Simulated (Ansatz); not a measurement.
**A workflow on SiAsNH6 (SMILES N[AsH][SiH3])**

We compute a series of 16 runs (HF/STO-3G, UHF/STO-3G, HF/3-21G, UHF/3-21G, HF/6-31G*, B3LYP/6-31G*, PBE/def2-SVP, MP2/6-31G*) of AsH6NSi. 

Program for the calculation: Ansatz 0.2.0.

**1. Starting point**

SiAsNH6 has 9 atoms, charge 0, and is taken as a singlet. SMILES: `N[AsH][SiH3]`. The coordinates come from a PBE0-D4/def2-TZVP relaxation. This is one conformer, not always the lowest. The run starts from this shape.

Bond lengths: N1–As2 1.864 Å, As2–Si3 2.365 Å, N1–H4 1.011 Å, N1–H5 1.011 Å, As2–H6 1.537 Å, Si3–H7 1.488 Å, Si3–H8 1.485 Å, Si3–H9 1.489 Å. Some angles: N1–As2–Si3 95.0°, N1–As2–H6 101.5°, Si3–As2–H6 91.9°, As2–N1–H4 110.5°, As2–N1–H5 114.1°, As2–Si3–H7 108.9°, As2–Si3–H8 109.3°, As2–Si3–H9 111.1°, H4–N1–H5 108.7°, H7–Si3–H8 109.3°.

**2. A geometry optimisation at HF/STO-3G (paw set gaussian, start density atoms) (run 1)**

File in.yaml:

```yaml
basis:
  gaussian:
    orbitals: STO-3G
crystal:
  periodic: [false, false, false]
  atoms:
    - {symbol: "N", position_ang: [-1.101100, 0.719000, -1.145600]}
    - {symbol: As, position_ang: [0.735100, 0.438100, -0.988900]}
    - {symbol: Si, position_ang: [0.557300, -1.064700, 0.828600]}
    - {symbol: H, position_ang: [-1.303700, 1.291400, -1.954300]}
    - {symbol: H, position_ang: [-1.525300, 1.144300, -0.332300]}
    - {symbol: H, position_ang: [1.144100, 1.592600, -0.059800]}
    - {symbol: H, position_ang: [1.889500, -1.194000, 1.477900]}
    - {symbol: H, position_ang: [0.123900, -2.393300, 0.326700]}
    - {symbol: H, position_ang: [-0.431200, -0.579700, 1.830600]}
hamiltonian:
  xc: hf
relax:
  f_tol: 0.002
output: {orbitals: {seedname: orbitals}}
```

Started as:

```sh
$ ansatz run in.yaml --threads 1 --pin off --max-ram 3480MiB --events-out events.jsonl --progress --plain --runs-dir runs
```

Output, shortened:

```text
Warning: RAYON_NUM_THREADS=1 ignored (pool sized by the plan → 1); use --threads N
[...]
Functional definition: HF
  name "HF"
[...]
461 factors; integrals over basis functions are off by at most 1.1e-5 eV
[...]
mean field -69446.74819157 eV, -2552.1209233436 hartree, gradient 5.1e-5 eV, S^2 0.000000; 0 other end points of the search recorded, 0 dependent functions left out
[...]
reference -69446.74819157 eV, -2552.1209233436 hartree; 30, 30 occupied and 8, 8 virtual orbitals, 461 factors
relax step   1: F+E_penalty+E_count = -69446.74819157 eV  Δ(F+E_penalty+E_count) = +0.000e0 eV  max|allowed force component| = 1.886e0 eV/Å  Δτ_max = 0.0000 Å  (25 SCF iters, accepted)
[...]
relax step   3: F+E_penalty+E_count = -69447.06203815 eV  Δ(F+E_penalty+E_count) = -9.575e-2 eV  max|allowed force component| = 3.296e-1 eV/Å  Δτ_max = 0.0964 Å  (22 SCF iters, accepted)
[...]
relax step   5: F+E_penalty+E_count = -69447.06860355 eV  Δ(F+E_penalty+E_count) = -3.803e-4 eV  max|allowed force component| = 2.163e-1 eV/Å  Δτ_max = 0.1098 Å  (28 SCF iters, accepted)
[...]
relax step   7: F+E_penalty+E_count = -69447.07014078 eV  Δ(F+E_penalty+E_count) = -8.807e-5 eV  max|allowed force component| = 1.146e-2 eV/Å  Δτ_max = 0.0086 Å  (24 SCF iters, accepted)
[...]
relax step   9: F+E_penalty+E_count = -69447.07021190 eV  Δ(F+E_penalty+E_count) = -2.249e-5 eV  max|allowed force component| = 1.324e-2 eV/Å  Δτ_max = 0.0158 Å  (23 SCF iters, accepted)
[...]
relax step  10: F+E_penalty+E_count = -69447.07017369 eV  Δ(F+E_penalty+E_count) = +3.820e-5 eV  max|allowed force component| = 1.788e-2 eV/Å  Δτ_max = 0.0068 Å  (24 SCF iters, rejected (line search))
[...]
relax step  11: F+E_penalty+E_count = -69447.07023569 eV  Δ(F+E_penalty+E_count) = -2.379e-5 eV  max|allowed force component| = 1.266e-3 eV/Å  Δτ_max = 0.0025 Å  (24 SCF iters, accepted)
461 factors; integrals over basis functions are off by at most 1.0e-5 eV
[...]
mean field -69447.07023569 eV, -2552.1327582467 hartree, gradient 6.8e-6 eV, S^2 0.000000; 1 other end points of the search recorded, 0 dependent functions left out
[...]
reference -69447.07023569 eV, -2552.1327582467 hartree; 30, 30 occupied and 8, 8 virtual orbitals, 461 factors
Total energy: -69447.07023569 eV, -2552.1327582467 hartree
Atom 0 at    -1.101124     0.733591    -1.106652 Å, force    -0.001135    -0.000667    -0.000110 eV/Å
Atom 1 at     0.708628     0.425496    -0.912189 Å, force     0.001266    -0.001242     0.000615 eV/Å
Atom 2 at     0.569896    -1.092029     0.831213 Å, force     0.000569     0.000793    -0.001191 eV/Å
Atom 3 at    -1.297337     1.200882    -1.998685 Å, force    -0.000240     0.000698    -0.000870 eV/Å
Atom 4 at    -1.477665     1.356764    -0.381589 Å, force    -0.000268     0.000486     0.000477 eV/Å
Atom 5 at     1.028114     1.571198    -0.064079 Å, force    -0.000157     0.000302     0.000318 eV/Å
Atom 6 at     1.847246    -1.209332     1.447843 Å, force     0.000429    -0.000308     0.000379 eV/Å
Atom 7 at     0.175674    -2.371208     0.351323 Å, force    -0.000200    -0.000235     0.000093 eV/Å
Atom 8 at    -0.364832    -0.661662     1.815716 Å, force    -0.000264     0.000173     0.000290 eV/Å
Dipole moment:     0.040434     0.261685     0.175065 e Å
```

Wall time 18 s (1 thread of Arm Neoverse N1, shared host); peak memory 0.11 GiB.

The path in brief:

```tsv
step	energy from the first frame kept (eV)	largest force (eV/Å)
1	0.0000	1.9758
2	-0.2181	1.3752
3	-0.3138	0.3701
4	-0.3200	0.1101
5	-0.3204	0.2743
6	-0.3219	0.0295
7	-0.3219	0.0119
8	-0.3220	0.0037
9	-0.3220	0.0190
10	-0.3220	0.0219
11	-0.3220	0.0019
```

After the run. Bond lengths: N1–As2 1.846 Å, As2–Si3 2.316 Å, N1–H4 1.026 Å, N1–H5 1.028 Å, As2–H6 1.461 Å, Si3–H7 1.423 Å, Si3–H8 1.422 Å, Si3–H9 1.424 Å. Some angles: N1–As2–Si3 97.5°, N1–As2–H6 98.3°, Si3–As2–H6 95.2°, As2–N1–H4 110.8°, As2–N1–H5 112.7°, As2–Si3–H7 109.1°, As2–Si3–H8 110.6°, As2–Si3–H9 111.2°, H4–N1–H5 105.5°, H7–Si3–H8 108.7°.

**3. The harmonic vibrations at HF/STO-3G (paw set gaussian, start density atoms) (run 2)**

File input.yaml:

```yaml
crystal:
  periodic: [false, false, false]
  atoms:
    - {symbol: N, position_ang: [-1.101124, 0.733591, -1.106652]}
    - {symbol: As, position_ang: [0.708628, 0.425496, -0.912189]}
    - {symbol: Si, position_ang: [0.569896, -1.092029, 0.831213]}
    - {symbol: H, position_ang: [-1.297337, 1.200882, -1.998685]}
    - {symbol: H, position_ang: [-1.477665, 1.356764, -0.381589]}
    - {symbol: H, position_ang: [1.028114, 1.571198, -0.064079]}
    - {symbol: H, position_ang: [1.847246, -1.209332, 1.447843]}
    - {symbol: H, position_ang: [0.175674, -2.371208, 0.351323]}
    - {symbol: H, position_ang: [-0.364832, -0.661662, 1.815716]}
basis:
  gaussian:
    orbitals: STO-3G
hamiltonian:
  xc: hf
phonons:
  temperatures: {t_min: 298.15, t_max: 298.15, t_step: 1}
```

Started as:

```sh
$ ansatz run input.yaml --threads 1 --pin off --max-ram 3480MiB --events-out events.jsonl --progress --plain --runs-dir runs
```

Output, shortened:

```text
Warning: RAYON_NUM_THREADS=1 ignored (pool sized by the plan → 1); use --threads N
[... 2 set-up lines as earlier in the session ...]
[...]
465 factors; integrals over basis functions are off by at most 8.2e-6 eV
[...]
mean field -69447.07026063 eV, -2552.1327591631 hartree, gradient 4.7e-5 eV, S^2 0.000000; 0 other end points of the search recorded, 0 dependent functions left out
[...]
reference -69447.07026063 eV, -2552.1327591631 hartree; 30, 30 occupied and 8, 8 virtual orbitals, 465 factors
[...]
465 factors; integrals over basis functions are off by at most 8.2e-6 eV
[...]
mean field -69447.07013149 eV, -2552.1327544173 hartree, gradient 1.5e-6 eV, S^2 0.000000; 0 other end points of the search recorded, 0 dependent functions left out
[...]
reference -69447.07013149 eV, -2552.1327544173 hartree; 30, 30 occupied and 8, 8 virtual orbitals, 465 factors
[...]
465 factors; integrals over basis functions are off by at most 8.2e-6 eV
[...]
Atom 1 at     0.708628     0.425496    -0.912189 Å, force     0.001257    -0.001241     0.000635 eV/Å
Atom 2 at     0.569896    -1.092029     0.831213 Å, force     0.000599     0.000732    -0.001187 eV/Å
Atom 3 at    -1.297337     1.200882    -1.998685 Å, force    -0.000238     0.000695    -0.000849 eV/Å
Atom 4 at    -1.477665     1.356764    -0.381589 Å, force    -0.000286     0.000530     0.000495 eV/Å
Atom 5 at     1.028114     1.571198    -0.064079 Å, force    -0.000191     0.000276     0.000311 eV/Å
Atom 6 at     1.847246    -1.209332     1.447843 Å, force     0.000406    -0.000303     0.000364 eV/Å
Atom 7 at     0.175674    -2.371208     0.351323 Å, force    -0.000191    -0.000199     0.000108 eV/Å
Atom 8 at    -0.364832    -0.661662     1.815716 Å, force    -0.000255     0.000191     0.000272 eV/Å
Dipole moment:     0.040434     0.261685     0.175064 e Å
Vibrations: 103.78 189.74 233.55 482.31 634.15 649.97 710.10 893.54 924.83 1041.93 1154.80 1231.50 1236.14 1270.96 2008.01 2652.96 2859.73 2908.75 2918.68 3927.60 4118.49 cm⁻¹, zero-point energy 1.993140 eV
```

Run time: 52 s. Hardware: 1 thread of Arm Neoverse N1, shared host; peak memory 0.085 GiB.

Runs 3 to 4 aren't shown in full; the table further down has their settings and results.

**4. A geometry optimisation at HF/3-21G (paw set gaussian, start density atoms) (run 5)**

File input.yaml:

```yaml
crystal:
  periodic: [false, false, false]
  atoms:
    - symbol: "N"
      position_ang: [-1.101100, 0.719000, -1.145600]
    - symbol: As
      position_ang: [0.735100, 0.438100, -0.988900]
    - symbol: Si
      position_ang: [0.557300, -1.064700, 0.828600]
    - symbol: H
      position_ang: [-1.303700, 1.291400, -1.954300]
    - symbol: H
      position_ang: [-1.525300, 1.144300, -0.332300]
    - symbol: H
      position_ang: [1.144100, 1.592600, -0.059800]
    - symbol: H
      position_ang: [1.889500, -1.194000, 1.477900]
    - symbol: H
      position_ang: [0.123900, -2.393300, 0.326700]
    - symbol: H
      position_ang: [-0.431200, -0.579700, 1.830600]
basis:
  gaussian:
    orbitals: 3-21G.json
hamiltonian:
  xc: hf
relax:
  f_tol: 0.002
output: {orbitals: {seedname: orbitals}}
```

The basis set 3-21G is read from a file made from the Basis Set Exchange's data (not shown).

Started as:

```sh
$ ansatz run input.yaml --threads 1 --pin off --max-ram 3480MiB --events-out events.jsonl --progress --plain --runs-dir runs
```

Output, shortened:

```text
Warning: RAYON_NUM_THREADS=1 ignored (pool sized by the plan → 1); use --threads N
[...]
[... 2 set-up lines as earlier in the session ...]
[...]
637 factors; integrals over basis functions are off by at most 4.0e-4 eV
[...]
mean field -69890.83377418 eV, -2568.4407674925 hartree, gradient 1.8e-5 eV, S^2 0.000000; 0 other end points of the search recorded, 0 dependent functions left out
[...]
reference -69890.83377418 eV, -2568.4407674925 hartree; 30, 30 occupied and 27, 27 virtual orbitals, 637 factors
relax step   1: F+E_penalty+E_count = -69890.83377418 eV  Δ(F+E_penalty+E_count) = +0.000e0 eV  max|allowed force component| = 9.440e-1 eV/Å  Δτ_max = 0.0000 Å  (27 SCF iters, accepted)
[...]
relax step   5: F+E_penalty+E_count = -69890.96401590 eV  Δ(F+E_penalty+E_count) = +4.971e-2 eV  max|allowed force component| = 5.306e-1 eV/Å  Δτ_max = 0.2000 Å  (28 SCF iters, rejected (line search))
[...]
Total energy: -69891.03290411 eV, -2568.4480853826 hartree
Atom 0 at    -0.999989     0.908511    -1.121993 Å, force     0.000002     0.000037    -0.000045 eV/Å
Atom 1 at     0.767724     0.556388    -0.953643 Å, force     0.000003     0.000118     0.000282 eV/Å
Atom 2 at     0.565816    -1.081809     0.859625 Å, force     0.000059    -0.000172     0.000184 eV/Å
Atom 3 at    -1.403522     1.012796    -2.028249 Å, force    -0.000029    -0.000080     0.000013 eV/Å
Atom 4 at    -1.606682     1.136981    -0.363259 Å, force    -0.000013    -0.000067    -0.000020 eV/Å
Atom 5 at     1.218464     1.711562    -0.063231 Å, force     0.000058     0.000098    -0.000231 eV/Å
Atom 6 at     1.891095    -1.340844     1.484163 Å, force    -0.000104    -0.000082    -0.000070 eV/Å
Atom 7 at     0.046271    -2.344525     0.273007 Å, force     0.000007     0.000136    -0.000072 eV/Å
Atom 8 at    -0.390578    -0.605360     1.896481 Å, force     0.000017     0.000011    -0.000040 eV/Å
Dipole moment:    -0.200614     0.119759     0.010625 e Å
```

It took 29 s on 1 thread of Arm Neoverse N1, shared host; peak memory 0.12 GiB.

Steps, from the record of the run:

```tsv
step	energy from the first frame kept (eV)	largest force (eV/Å)
1	0.0000	1.2327
2	-0.0189	2.0572
3	-0.1426	0.9329
4	-0.1800	0.7756
5	-0.1302	0.5560
6	-0.1500	1.1674
7	-0.1975	0.1985
8	-0.1984	0.1218
9	-0.1980	0.1249
10	-0.1987	0.0676
11	-0.1990	0.0376
12	-0.1989	0.0240
13	-0.1991	0.0108
14	-0.1991	0.0049
15	-0.1991	0.0032
16	-0.1991	0.0003
```

After the run. Bond lengths: N1–As2 1.810 Å, As2–Si3 2.452 Å, N1–H4 0.998 Å, N1–H5 0.998 Å, As2–H6 1.527 Å, Si3–H7 1.488 Å, Si3–H8 1.486 Å, Si3–H9 1.489 Å. Some angles: N1–As2–Si3 96.8°, N1–As2–H6 101.3°, Si3–As2–H6 95.7°, As2–N1–H4 120.0°, As2–N1–H5 124.6°, As2–Si3–H7 110.7°, As2–Si3–H8 107.7°, As2–Si3–H9 110.7°, H4–N1–H5 114.9°, H7–Si3–H8 109.2°.

Runs 6 to 15 aren't shown in full; the table further down has their settings and results.

**5. Vibrational wavenumbers at MP2/6-31G(d) (Cartesian functions, paw set gaussian, start density atoms) (run 16)**

File run.yaml:

```yaml
crystal:
  periodic: [false, false, false]
  atoms:
    - {symbol: "N", position_ang: [-1.111572, 0.687728, -1.124910]}
    - {symbol: As, position_ang: [0.755410, 0.454890, -0.973765]}
    - {symbol: Si, position_ang: [0.557869, -1.063324, 0.825555]}
    - {symbol: H, position_ang: [-1.316421, 1.244345, -1.952895]}
    - {symbol: H, position_ang: [-1.512434, 1.165840, -0.319538]}
    - {symbol: H, position_ang: [1.162662, 1.638430, -0.079724]}
    - {symbol: H, position_ang: [1.876055, -1.223721, 1.495305]}
    - {symbol: H, position_ang: [0.113692, -2.375127, 0.294616]}
    - {symbol: H, position_ang: [-0.436660, -0.575361, 1.818257]}
basis:
  gaussian: {orbitals: "6-31G*"}
correlation: {method: mp2}
phonons: {temperatures: {t_min: 298.15, t_max: 298.15, t_step: 1}}
```

Started as:

```sh
$ ansatz run run.yaml --threads 1 --pin off --max-ram 3480MiB --events-out events.jsonl --progress --plain --runs-dir runs
```

Output, shortened:

```text
Warning: RAYON_NUM_THREADS=1 ignored (pool sized by the plan → 1); use --threads N
[... 2 set-up lines as earlier in the session ...]
[...]
890 factors; integrals over basis functions are off by at most 6.7e-4 eV
[...]
mean field -70225.65414526 eV, -2580.7451891802 hartree, gradient 6.3e-6 eV, S^2 0.000000; 0 other end points of the search recorded, 0 dependent functions left out
15 core orbitals not correlated: weight in the atoms' cores, before any rotation towards them, 1.000 or more for the frozen orbitals, at most 0.000 for the correlated occupied ones
reference -70225.65414526 eV, -2580.7451891802 hartree; 15, 15 occupied and 51, 51 virtual orbitals, 890 factors
second order -13.82365864 eV of doubles, -0.00000000 eV of singles
[...]
890 factors; integrals over basis functions are off by at most 6.7e-4 eV
[...]
Atom 1 at     0.755410     0.454890    -0.973765 Å, force    -0.000943     0.001185     0.001354 eV/Å
Atom 2 at     0.557869    -1.063324     0.825555 Å, force     0.000190     0.000320    -0.000633 eV/Å
Atom 3 at    -1.316421     1.244345    -1.952895 Å, force     0.000966    -0.000498    -0.000361 eV/Å
Atom 4 at    -1.512434     1.165840    -0.319538 Å, force     0.000444    -0.000581    -0.000292 eV/Å
Atom 5 at     1.162662     1.638430    -0.079724 Å, force    -0.000502    -0.001224    -0.000889 eV/Å
Atom 6 at     1.876055    -1.223721     1.495305 Å, force     0.000888    -0.000218     0.000448 eV/Å
Atom 7 at     0.113692    -2.375127     0.294616 Å, force    -0.000350    -0.000140    -0.000533 eV/Å
Atom 8 at    -0.436660    -0.575361     1.818257 Å, force    -0.000234     0.000524     0.000115 eV/Å
Dipole moment:    -0.085223     0.306079     0.125368 e Å
Vibrations: 145.67 152.57 266.71 378.51 496.12 562.34 591.31 730.12 776.41 861.09 932.41 975.50 982.67 1046.32 1660.16 2174.53 2294.95 2311.01 2330.56 3522.50 3636.41 cm⁻¹, zero-point energy 1.663116 eV
Checks for a lower state left out: cluster_reference
```

Wall time 5.5 min (1 thread of Arm Neoverse N1, shared host); peak memory 0.2 GiB.

**6. Overview of the runs**

```tsv
run	level	task	walk f tol	partner	energy (Eh)	dipole moment (D)	wall time
1	HF/STO-3G (paw set gaussian, start density atoms)	optimise	0.002	base	-2552.132758	1.52	18 s
2	HF/STO-3G (paw set gaussian, start density atoms)	frequencies	–	base	-2552.132759	1.52	52 s
3	UHF/STO-3G (paw set gaussian, start density atoms)	energy	–	cation	-2551.912382	–	1.3 s
4	UHF/STO-3G (paw set gaussian, start density atoms)	optimise	–	cation	-2551.958019	–	54 s
5	HF/3-21G (paw set gaussian, start density atoms)	optimise	0.002	base	-2568.448085	1.12	29 s
6	HF/3-21G (paw set gaussian, start density atoms)	frequencies	–	base	-2568.448084	1.12	57 s
7	UHF/3-21G (paw set gaussian, start density atoms)	energy	–	cation	-2568.160548	–	3.6 s
8	UHF/3-21G (paw set gaussian, start density atoms)	optimise	–	cation	-2568.189331	–	67 s
9	HF/6-31G* (Cartesian functions, paw set gaussian, start density atoms)	optimise	0.002	base	-2580.746453	1.50	36 s
10	HF/6-31G* (Cartesian functions, paw set gaussian, start density atoms)	frequencies	–	base	-2580.746453	1.50	2.8 min
11	B3LYP/6-31G* (Cartesian functions, paw set gaussian, start density atoms)	optimise	0.002	base	-2583.474991	1.55	68 s
12	B3LYP/6-31G* (Cartesian functions, paw set gaussian, start density atoms)	frequencies	–	base	-2583.474991	1.55	4.4 min
13	PBE/def2-SVP (paw set gaussian, start density atoms)	optimise	0.002	base	-2582.742594	1.51	51 s
14	PBE/def2-SVP (paw set gaussian, start density atoms)	frequencies	–	base	-2582.742594	1.51	2.5 min
15	MP2/6-31G* (Cartesian functions, paw set gaussian, start density atoms)	optimise	0.002	base	-2581.253199	1.64	61 s
16	MP2/6-31G* (Cartesian functions, paw set gaussian, start density atoms)	frequencies	–	base	-2581.253199	1.64	5.5 min
```

**7. Outcome**

| quantity | value |
| --- | --- |
| run 16, MP2/6-31G*: total energy | -2581.25320 Eh |
| run 16, MP2/6-31G*: dipole moment (correlated density) | 1.64 D |
| run 16, MP2/6-31G*: correlation energy (15 core orbitals frozen) | -508.0 mEh |
| run 16, MP2/6-31G*: largest force on an atom | 0.002 eV/Å |
| run 16, MP2/6-31G*: lowest harmonic wavenumber | 146 cm⁻¹ |
| run 16, MP2/6-31G*: highest harmonic wavenumber | 3636 cm⁻¹ |
| run 16, MP2/6-31G*: zero-point energy | 160.5 kJ/mol |
| vertical ionisation energy (to the doublet cation), HF/STO-3G | 5.997 eV |
| vertical ionisation energy (to the doublet cation), HF/3-21G | 7.824 eV |
| adiabatic ionisation energy (to the doublet cation, no zero-point term), HF/STO-3G | 4.755 eV |
| adiabatic ionisation energy (to the doublet cation, no zero-point term), HF/3-21G | 7.041 eV |

**Reading.** At HF/STO-3G: the vertical ionisation energy comes to 6.00 eV (579 kJ/mol). In a minimal basis such a difference can be off by several eV, whatever the method. At HF/3-21G: the vertical ionisation energy comes to 7.82 eV (180 kcal/mol). At HF/STO-3G: the adiabatic ionisation energy (to the doublet cation, no zero-point term) is 4.75 eV (110 kcal/mol). At HF/3-21G: the adiabatic ionisation energy (to the doublet cation, no zero-point term) is 7.04 eV (679 kJ/mol). Totals of different functionals can't be ranked against each other. In runs 1, 2, 3, 4 the basis is minimal, so the values are rough. All runs together took 24 min, the longest 5.5 min.
